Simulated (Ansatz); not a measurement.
**C7H14 (methylcyclohexane), step by step**

We compute a series of 8 runs (r2SCAN50-D3(BJ)-ATM/ANO-RCC-MB, U-r2SCAN50-D3(BJ)-ATM/ANO-RCC-MB, r2SCAN50-D3(BJ)-ATM/ANO-RCC-VDZ, U-r2SCAN50-D3(BJ)-ATM/ANO-RCC-VDZ, r2SCAN50-D3(BJ)-ATM/ANO-RCC-VDZP, U-r2SCAN50-D3(BJ)-ATM/ANO-RCC-VDZP, r2SCAN50-D3(BJ)-ATM/ANO-RCC-VTZP, U-r2SCAN50-D3(BJ)-ATM/ANO-RCC-VTZP) of C7H14. 

The calculation is run with Ansatz 0.2.0.

## Step 1: The molecule

C7H14 has 21 atoms, charge 0, and is taken as a singlet. As SMILES, `CC1CCCCC1`. Geometry: relaxed at PBE0-D4/def2-TZVP. This is one conformer, not always the lowest.

Some bond lengths: C1–C2 1.518 Å, C2–C3 1.525 Å, C3–C4 1.522 Å, C4–C5 1.522 Å, C5–C6 1.522 Å, C2–C7 1.525 Å, C6–C7 1.522 Å, C1–H8 1.093 Å, C1–H9 1.095 Å, C1–H10 1.093 Å, C2–H11 1.100 Å, C3–H12 1.099 Å, C3–H13 1.095 Å, C4–H14 1.097 Å, C4–H15 1.094 Å, C5–H16 1.097 Å. Some angles: C1–C2–C3 111.5°, C1–C2–C7 111.5°, C3–C2–C7 110.2°, C2–C3–C4 112.2°, C3–C4–C5 111.3°, C4–C5–C6 111.1°, C5–C6–C7 111.3°, C2–C7–C6 112.2°, C1–C2–H11 108.3°, C3–C2–H11 107.5°.

## Step 2: Energy and forces at r2SCAN50-D3(BJ)-ATM/ANO-RCC-MB (sfX2C, start density atoms) (run 1)

Input file input.yaml:

```yaml
crystal:
  periodic: [false, false, false]
  atoms:
    - {symbol: C, position_ang: [2.402080, 0.025690, 0.355040]}
    - {symbol: C, position_ang: [0.992880, 0.143360, -0.198070]}
    - {symbol: C, position_ang: [0.306150, -1.216260, -0.275200]}
    - {symbol: C, position_ang: [-1.115940, -1.112600, -0.807470]}
    - {symbol: C, position_ang: [-1.945650, -0.137610, 0.015840]}
    - {symbol: C, position_ang: [-1.274020, 1.226150, 0.092860]}
    - {symbol: C, position_ang: [0.148660, 1.113610, 0.621710]}
    - {symbol: H, position_ang: [3.013250, -0.649190, -0.250300]}
    - {symbol: H, position_ang: [2.384430, -0.368600, 1.376160]}
    - {symbol: H, position_ang: [2.901930, 0.997670, 0.383670]}
    - {symbol: H, position_ang: [1.056000, 0.541580, -1.221430]}
    - {symbol: H, position_ang: [0.286050, -1.655650, 0.731610]}
    - {symbol: H, position_ang: [0.897640, -1.896420, -0.897230]}
    - {symbol: H, position_ang: [-1.086290, -0.769120, -1.849330]}
    - {symbol: H, position_ang: [-1.588480, -2.099430, -0.819870]}
    - {symbol: H, position_ang: [-2.066800, -0.536610, 1.031030]}
    - {symbol: H, position_ang: [-2.951710, -0.043980, -0.404030]}
    - {symbol: H, position_ang: [-1.251360, 1.673030, -0.909200]}
    - {symbol: H, position_ang: [-1.859110, 1.904300, 0.721410]}
    - {symbol: H, position_ang: [0.122650, 0.761750, 1.662210]}
    - {symbol: H, position_ang: [0.627630, 2.098310, 0.640590]}
basis:
  gaussian: {orbitals: ANO-RCC-MB.json}
hamiltonian: {xc: {name: r2SCAN50}, dispersion: d3bjatm}
output: {forces: true, orbitals: {seedname: orbitals}}
```

The basis set ANO-RCC-MB is read from a file made from the Basis Set Exchange's data (not shown).

Launch:

```console
$ ansatz run input.yaml --threads 4 --pin off --max-ram 12180MiB --events-out events.jsonl --progress --plain --runs-dir runs
```

The program printed, cut to the lines that bear on the results:

```text
Warning: RAYON_NUM_THREADS=4 ignored (pool sized by the plan → 4); use --threads N
Functional definition: r2SCAN50
  name "r2SCAN50"
[...]
739 factors; integrals over basis functions are off by at most 3.0e-5 eV
[...]
mean field -7479.29379979 eV, -274.8589774949 hartree, gradient 1.2e-5 eV, S^2 0.000000; 0 other end points of the search recorded, 0 dependent functions left out
[...]
reference -7479.29381837 eV, -274.8589781776 hartree; 28, 28 occupied and 21, 21 virtual orbitals, 739 factors
Total energy: -7479.48011671 eV, -274.8658245153 hartree
Relativity: scalar
Atom 0 at     2.402080     0.025690     0.355040 Å, force    -0.476134    -0.027707    -0.012349 eV/Å
Atom 1 at     0.992880     0.143360    -0.198070 Å, force    -0.329740    -0.023022     0.002246 eV/Å
Atom 2 at     0.306150    -1.216260    -0.275200 Å, force    -0.142661     0.412301     0.208818 eV/Å
Atom 3 at    -1.115940    -1.112600    -0.807470 Å, force     0.260812     0.468394     0.207947 eV/Å
Atom 4 at    -1.945650    -0.137610     0.015840 Å, force     0.526679     0.025667     0.025604 eV/Å
Atom 5 at    -1.274020     1.226150     0.092860 Å, force     0.322608    -0.452250    -0.146746 eV/Å
Atom 6 at     0.148660     1.113610     0.621710 Å, force    -0.083212    -0.459247    -0.126874 eV/Å
Atom 7 at     3.013250    -0.649190    -0.250300 Å, force     0.808458    -1.017377    -0.952387 eV/Å
Atom 8 at     2.384430    -0.368600     1.376160 Å, force    -0.123772    -0.564068     1.443643 eV/Å
Atom 9 at     2.901930     0.997670     0.383670 Å, force     0.639874     1.478865     0.008532 eV/Å
Atom 10 at     1.056000     0.541580    -1.221430 Å, force     0.050710     0.486829    -1.255688 eV/Å
Atom 11 at     0.286050    -1.655650     0.731610 Å, force    -0.063675    -0.471552     1.299066 eV/Å
Atom 12 at     0.897640    -1.896420    -0.897230 Å, force     0.816307    -0.869262    -0.922849 eV/Å
Atom 13 at    -1.086290    -0.769120    -1.849330 Å, force     0.082173     0.542152    -1.353770 eV/Å
Atom 14 at    -1.588480    -2.099430    -0.819870 Å, force    -0.670353    -1.431699     0.077592 eV/Å
Atom 15 at    -2.066800    -0.536610     1.031030 Å, force    -0.061794    -0.525781     1.354959 eV/Å
Atom 16 at    -2.951710    -0.043980    -0.404030 Å, force    -1.417273     0.168483    -0.686465 eV/Å
Atom 17 at    -1.251360     1.673030    -0.909200 Å, force     0.083983     0.515292    -1.363907 eV/Å
Atom 18 at    -1.859110     1.904300     0.721410 Å, force    -0.829301     0.921683     0.983453 eV/Å
Atom 19 at     0.122650     0.761750     1.662210 Å, force    -0.059848    -0.528630     1.277345 eV/Å
Atom 20 at     0.627630     2.098310     0.640590 Å, force     0.666155     1.350929    -0.068169 eV/Å
Dipole moment:    -0.004632     0.002398    -0.007047 e Å
```

Wall time 16 s (4 threads of Arm Neoverse V1, shared host); peak memory 0.18 GiB.

## Step 3: The doublet cation: energy and forces at U-r2SCAN50-D3(BJ)-ATM/ANO-RCC-MB (sfX2C, start density atoms) (run 2)

Changes to input.yaml since step 2:

```diff
@@ -1 +1,3 @@
+basis:
+  gaussian: {orbitals: ANO-RCC-MB.json}
 crystal:
@@ -24,5 +26,5 @@
     - {symbol: H, position_ang: [0.627630, 2.098310, 0.640590]}
-basis:
-  gaussian: {orbitals: ANO-RCC-MB.json}
+output: {forces: true}
+magnetization: {spin_polarized: true, initial_magnetization: 1}
+total_charge: 1
 hamiltonian: {xc: {name: r2SCAN50}, dispersion: d3bjatm}
-output: {forces: true, orbitals: {seedname: orbitals}}
```

The basis set ANO-RCC-MB is read from a file made from the Basis Set Exchange's data (not shown).

Launch:

```console
$ ansatz run input.yaml --threads 4 --pin off --max-ram 12180MiB --events-out events.jsonl --progress --plain --runs-dir runs
```

The program printed, cut to the lines that bear on the results:

```text
Warning: RAYON_NUM_THREADS=4 ignored (pool sized by the plan → 4); use --threads N
Functional definition: r2SCAN50
  name "r2SCAN50"
[...]
737 factors; integrals over basis functions are off by at most 6.0e-5 eV
[...]
mean field -7467.02774036 eV, -274.4082081250 hartree, gradient 4.1e-7 eV, S^2 0.753757; 6 other end points of the search recorded, 0 dependent functions left out
[...]
reference -7467.02776227 eV, -274.4082089303 hartree; 28, 27 occupied and 21, 22 virtual orbitals, 737 factors
Total energy: -7467.21406061 eV, -274.4150552680 hartree
Relativity: scalar
Atom 0 at     2.402080     0.025690     0.355040 Å, force    -1.396276    -0.187439     0.241958 eV/Å
Atom 1 at     0.992880     0.143360    -0.198070 Å, force     3.252116     0.853669    -1.648755 eV/Å
Atom 2 at     0.306150    -1.216260    -0.275200 Å, force    -3.653248    -0.195520     1.423789 eV/Å
[...]
Atom 11 at     0.286050    -1.655650     0.731610 Å, force    -0.057123    -0.673929     1.520230 eV/Å
Atom 12 at     0.897640    -1.896420    -0.897230 Å, force     1.784801    -0.920666    -1.636115 eV/Å
Atom 13 at    -1.086290    -0.769120    -1.849330 Å, force     0.074831     0.474297    -1.647598 eV/Å
Atom 14 at    -1.588480    -2.099430    -0.819870 Å, force    -1.437582    -2.235938     0.449056 eV/Å
Atom 15 at    -2.066800    -0.536610     1.031030 Å, force    -0.167883    -0.611075     1.557933 eV/Å
Atom 16 at    -2.951710    -0.043980    -0.404030 Å, force    -1.662315     0.188997    -0.783069 eV/Å
Atom 17 at    -1.251360     1.673030    -0.909200 Å, force     0.055459     0.760565    -1.537207 eV/Å
Atom 18 at    -1.859110     1.904300     0.721410 Å, force    -1.667995     1.174849     1.762152 eV/Å
Atom 19 at     0.122650     0.761750     1.662210 Å, force    -0.067097    -0.526897     1.577114 eV/Å
Atom 20 at     0.627630     2.098310     0.640590 Å, force     1.588829     1.978474    -0.519955 eV/Å
Dipole moment:    -0.103267     0.006860    -0.035890 e Å
```

It took 31 s on 4 threads of Arm Neoverse V1, shared host; peak memory 0.34 GiB.

Run 3 isn't shown in full; the table further down has it.

## Step 4: The doublet cation: energy and forces at U-r2SCAN50-D3(BJ)-ATM/ANO-RCC-VDZ (sfX2C, start density atoms) (run 4)

Input file job.yaml:

```yaml
crystal:
  periodic: [false, false, false]
  atoms:
    - {symbol: C, position_ang: [2.402080, 0.025690, 0.355040]}
    - {symbol: C, position_ang: [0.992880, 0.143360, -0.198070]}
    - {symbol: C, position_ang: [0.306150, -1.216260, -0.275200]}
    - {symbol: C, position_ang: [-1.115940, -1.112600, -0.807470]}
    - {symbol: C, position_ang: [-1.945650, -0.137610, 0.015840]}
    - {symbol: C, position_ang: [-1.274020, 1.226150, 0.092860]}
    - {symbol: C, position_ang: [0.148660, 1.113610, 0.621710]}
    - {symbol: H, position_ang: [3.013250, -0.649190, -0.250300]}
    - {symbol: H, position_ang: [2.384430, -0.368600, 1.376160]}
    - {symbol: H, position_ang: [2.901930, 0.997670, 0.383670]}
    - {symbol: H, position_ang: [1.056000, 0.541580, -1.221430]}
    - {symbol: H, position_ang: [0.286050, -1.655650, 0.731610]}
    - {symbol: H, position_ang: [0.897640, -1.896420, -0.897230]}
    - {symbol: H, position_ang: [-1.086290, -0.769120, -1.849330]}
    - {symbol: H, position_ang: [-1.588480, -2.099430, -0.819870]}
    - {symbol: H, position_ang: [-2.066800, -0.536610, 1.031030]}
    - {symbol: H, position_ang: [-2.951710, -0.043980, -0.404030]}
    - {symbol: H, position_ang: [-1.251360, 1.673030, -0.909200]}
    - {symbol: H, position_ang: [-1.859110, 1.904300, 0.721410]}
    - {symbol: H, position_ang: [0.122650, 0.761750, 1.662210]}
    - {symbol: H, position_ang: [0.627630, 2.098310, 0.640590]}
basis:
  gaussian: {orbitals: ANO-RCC-VDZ.json}
output: {forces: true}
magnetization: {spin_polarized: true, initial_magnetization: 1}
hamiltonian: {xc: {name: r2SCAN50}, dispersion: d3bjatm}
total_charge: 1
```

The basis set ANO-RCC-VDZ is read from a file made from the Basis Set Exchange's data (not shown).

Launch:

```console
$ ansatz run job.yaml --threads 4 --pin off --max-ram 12180MiB --events-out events.jsonl --progress --plain --runs-dir runs
```

The program printed, cut to the lines that bear on the results:

```text
Warning: RAYON_NUM_THREADS=4 ignored (pool sized by the plan → 4); use --threads N
Functional definition: r2SCAN50
  name "r2SCAN50"
[...]
1274 factors; integrals over basis functions are off by at most 4.7e-4 eV
[...]
mean field -7474.20135346 eV, -274.6718335442 hartree, gradient 2.2e-7 eV, S^2 0.755676; 6 other end points of the search recorded, 0 dependent functions left out
[...]
reference -7474.20144813 eV, -274.6718370229 hartree; 28, 27 occupied and 63, 64 virtual orbitals, 1274 factors
Total energy: -7474.38774647 eV, -274.6786833606 hartree
Relativity: scalar
Atom 0 at     2.402080     0.025690     0.355040 Å, force    -0.461940    -0.164026     0.345818 eV/Å
Atom 1 at     0.992880     0.143360    -0.198070 Å, force     3.584382     1.085550    -2.194195 eV/Å
Atom 2 at     0.306150    -1.216260    -0.275200 Å, force    -3.271062    -1.202197     1.391985 eV/Å
[...]
Atom 11 at     0.286050    -1.655650     0.731610 Å, force    -0.006062     0.055805    -0.210798 eV/Å
Atom 12 at     0.897640    -1.896420    -0.897230 Å, force     0.617401     0.490188    -0.366187 eV/Å
Atom 13 at    -1.086290    -0.769120    -1.849330 Å, force     0.008200    -0.151046     0.146606 eV/Å
Atom 14 at    -1.588480    -2.099430    -0.819870 Å, force    -0.446498    -0.178571     0.455970 eV/Å
Atom 15 at    -2.066800    -0.536610     1.031030 Å, force     0.003652     0.073739    -0.190824 eV/Å
Atom 16 at    -2.951710    -0.043980    -0.404030 Å, force     0.225375    -0.002511     0.045669 eV/Å
Atom 17 at    -1.251360     1.673030    -0.909200 Å, force    -0.002989     0.014033     0.210303 eV/Å
Atom 18 at    -1.859110     1.904300     0.721410 Å, force    -0.443117    -0.225569     0.438073 eV/Å
Atom 19 at     0.122650     0.761750     1.662210 Å, force    -0.009022     0.098942    -0.194010 eV/Å
Atom 20 at     0.627630     2.098310     0.640590 Å, force     0.653518    -0.043574    -0.571490 eV/Å
Dipole moment:    -0.089631     0.005368    -0.029598 e Å
```

Run time: 50 s. Hardware: 4 threads of Arm Neoverse V1, shared host; peak memory 0.5 GiB.

Runs 5 to 7 aren't shown in full; the table further down has their settings and results.

## Step 5: The doublet cation: energy and forces at U-r2SCAN50-D3(BJ)-ATM/ANO-RCC-VTZP (sfX2C, start density atoms) (run 8)

Input file job.yaml:

```yaml
basis:
  gaussian:
    orbitals: ANO-RCC-VTZP
crystal:
  periodic: [false, false, false]
  atoms:
    - symbol: C
      position_ang: [2.402080, 0.025690, 0.355040]
    - symbol: C
      position_ang: [0.992880, 0.143360, -0.198070]
    - symbol: C
      position_ang: [0.306150, -1.216260, -0.275200]
    - symbol: C
      position_ang: [-1.115940, -1.112600, -0.807470]
    - symbol: C
      position_ang: [-1.945650, -0.137610, 0.015840]
    - symbol: C
      position_ang: [-1.274020, 1.226150, 0.092860]
    - symbol: C
      position_ang: [0.148660, 1.113610, 0.621710]
    - symbol: H
      position_ang: [3.013250, -0.649190, -0.250300]
    - symbol: H
      position_ang: [2.384430, -0.368600, 1.376160]
    - symbol: H
      position_ang: [2.901930, 0.997670, 0.383670]
    - symbol: H
      position_ang: [1.056000, 0.541580, -1.221430]
    - symbol: H
      position_ang: [0.286050, -1.655650, 0.731610]
    - symbol: H
      position_ang: [0.897640, -1.896420, -0.897230]
    - symbol: H
      position_ang: [-1.086290, -0.769120, -1.849330]
    - symbol: H
      position_ang: [-1.588480, -2.099430, -0.819870]
    - symbol: H
      position_ang: [-2.066800, -0.536610, 1.031030]
    - symbol: H
      position_ang: [-2.951710, -0.043980, -0.404030]
    - symbol: H
      position_ang: [-1.251360, 1.673030, -0.909200]
    - symbol: H
      position_ang: [-1.859110, 1.904300, 0.721410]
    - symbol: H
      position_ang: [0.122650, 0.761750, 1.662210]
    - symbol: H
      position_ang: [0.627630, 2.098310, 0.640590]
total_charge: 1
magnetization:
  spin_polarized: true
  initial_magnetization: 1
hamiltonian:
  xc: {name: r2SCAN50}
  dispersion: d3bjatm
output: {forces: true}
```

Launch:

```console
$ ansatz run job.yaml --threads 4 --pin off --max-ram 12180MiB --events-out events.jsonl --progress --plain --runs-dir runs
```

The program printed, cut to the lines that bear on the results:

```text
Warning: RAYON_NUM_THREADS=4 ignored (pool sized by the plan → 4); use --threads N
Functional definition: r2SCAN50
  name "r2SCAN50"
[...]
2611 factors; their error is unknown
[...]
mean field -7478.13982906 eV, -274.8165698528 hartree, gradient 8.5e-6 eV, S^2 0.757664; 6 other end points of the search recorded, 0 dependent functions left out
[...]
reference -7478.13984055 eV, -274.8165702750 hartree; 28, 27 occupied and 378, 379 virtual orbitals, 2611 factors
Total energy: -7478.32613889 eV, -274.8234166128 hartree
Relativity: scalar
Atom 0 at     2.402080     0.025690     0.355040 Å, force    -0.415707    -0.145573     0.306312 eV/Å
Atom 1 at     0.992880     0.143360    -0.198070 Å, force     3.588676     1.047177    -2.094675 eV/Å
Atom 2 at     0.306150    -1.216260    -0.275200 Å, force    -3.289602    -1.180349     1.317855 eV/Å
[...]
Atom 11 at     0.286050    -1.655650     0.731610 Å, force     0.010633     0.147660    -0.409562 eV/Å
Atom 12 at     0.897640    -1.896420    -0.897230 Å, force     0.501574     0.650264    -0.212739 eV/Å
Atom 13 at    -1.086290    -0.769120    -1.849330 Å, force     0.000115    -0.223589     0.362164 eV/Å
Atom 14 at    -1.588480    -2.099430    -0.819870 Å, force    -0.303343     0.056671     0.436211 eV/Å
Atom 15 at    -2.066800    -0.536610     1.031030 Å, force     0.026934     0.155499    -0.399112 eV/Å
Atom 16 at    -2.951710    -0.043980    -0.404030 Å, force     0.445431    -0.028867     0.152709 eV/Å
Atom 17 at    -1.251360     1.673030    -0.909200 Å, force    -0.009789    -0.077563     0.418525 eV/Å
Atom 18 at    -1.859110     1.904300     0.721410 Å, force    -0.274378    -0.368447     0.272815 eV/Å
Atom 19 at     0.122650     0.761750     1.662210 Å, force     0.009345     0.166134    -0.402277 eV/Å
Atom 20 at     0.627630     2.098310     0.640590 Å, force     0.564336    -0.277340    -0.569616 eV/Å
Dipole moment:    -0.078439     0.007174    -0.032299 e Å
```

Run time: 3.9 min. Hardware: 4 threads of Arm Neoverse V1, shared host; peak memory 4.3 GiB.

## Step 6: All runs side by side

| run | level | partner | energy (Eh) | dispersion energy (kJ/mol) | largest force (eV/Å) | wall time |
| --- | --- | --- | --- | --- | --- | --- |
| 1 | r2SCAN50-D3(BJ)-ATM/ANO-RCC-MB (sfX2C, start density atoms) | base | -274.865825 | -17.98 | 1.611 | 16 s |
| 2 | U-r2SCAN50-D3(BJ)-ATM/ANO-RCC-MB (sfX2C, start density atoms) | cation | -274.415055 | -17.98 | 3.926 | 31 s |
| 3 | r2SCAN50-D3(BJ)-ATM/ANO-RCC-VDZ (sfX2C, start density atoms) | base | -275.070342 | -17.98 | 0.221 | 12 s |
| 4 | U-r2SCAN50-D3(BJ)-ATM/ANO-RCC-VDZ (sfX2C, start density atoms) | cation | -274.678683 | -17.98 | 4.341 | 50 s |
| 5 | r2SCAN50-D3(BJ)-ATM/ANO-RCC-VDZP (sfX2C, start density atoms) | base | -275.191231 | -17.98 | 0.254 | 24 s |
| 6 | U-r2SCAN50-D3(BJ)-ATM/ANO-RCC-VDZP (sfX2C, start density atoms) | cation | -274.805692 | -17.98 | 4.259 | 2.1 min |
| 7 | r2SCAN50-D3(BJ)-ATM/ANO-RCC-VTZP (sfX2C, start density atoms) | base | -275.208055 | -17.98 | 0.349 | 41 s |
| 8 | U-r2SCAN50-D3(BJ)-ATM/ANO-RCC-VTZP (sfX2C, start density atoms) | cation | -274.823417 | -17.98 | 4.285 | 3.9 min |

Convergence of the HOMO energy of singlet C7H14 with the basis set, against the last point:

```
   basis set  from the last (eV)  wall time
  ANO-RCC-MB             -1.4952       16 s
 ANO-RCC-VDZ             -0.0979       12 s
ANO-RCC-VDZP             +0.0103       24 s
ANO-RCC-VTZP             +0.0000       41 s
```

Convergence of the vertical ionisation energy (to the doublet cation) of singlet C7H14 with the basis set, against the last point:

| basis set | from the last (eV) | wall time |
| --- | --- | --- |
| ANO-RCC-MB | +1.7995 | 47 s |
| ANO-RCC-VDZ | +0.1910 | 61 s |
| ANO-RCC-VDZP | +0.0245 | 2.5 min |
| ANO-RCC-VTZP | +0.0000 | 4.6 min |

## Step 7: Summary of results

| quantity | value |
| --- | --- |
| doublet cation, run 8: total energy | -274.82342 Eh |
| doublet cation, run 8: dispersion energy | -17.98 kJ/mol |
| doublet cation, run 8: ⟨S²⟩ | 0.758 |
| doublet cation, run 8: largest force on an atom | 4.285 eV/Å |
| vertical ionisation energy (to the doublet cation), r2SCAN50-D3(BJ)-ATM/ANO-RCC-MB | 12.266 eV |
| vertical ionisation energy (to the doublet cation), r2SCAN50-D3(BJ)-ATM/ANO-RCC-VDZ | 10.658 eV |
| vertical ionisation energy (to the doublet cation), r2SCAN50-D3(BJ)-ATM/ANO-RCC-VDZP | 10.491 eV |
| vertical ionisation energy (to the doublet cation), r2SCAN50-D3(BJ)-ATM/ANO-RCC-VTZP | 10.467 eV |

For the HOMO energy of singlet C7H14 to stay within 0.1 eV of the last point, ANO-RCC-VDZ is the first point of the series from which all later ones do (12 s against 41 s). For the HOMO energy of singlet C7H14 to stay within 0.02 eV of the last point, ANO-RCC-VDZP is the first point of the series from which all later ones do (24 s against 41 s). For the vertical ionisation energy (to the doublet cation) of singlet C7H14 to stay within 0.1 eV of the last point, ANO-RCC-VDZP is the first point of the series from which all later ones do (2.5 min against 4.6 min). In runs 1, 2 the basis is minimal, so the values are rough. All runs together took 8.9 min, the longest 3.9 min.
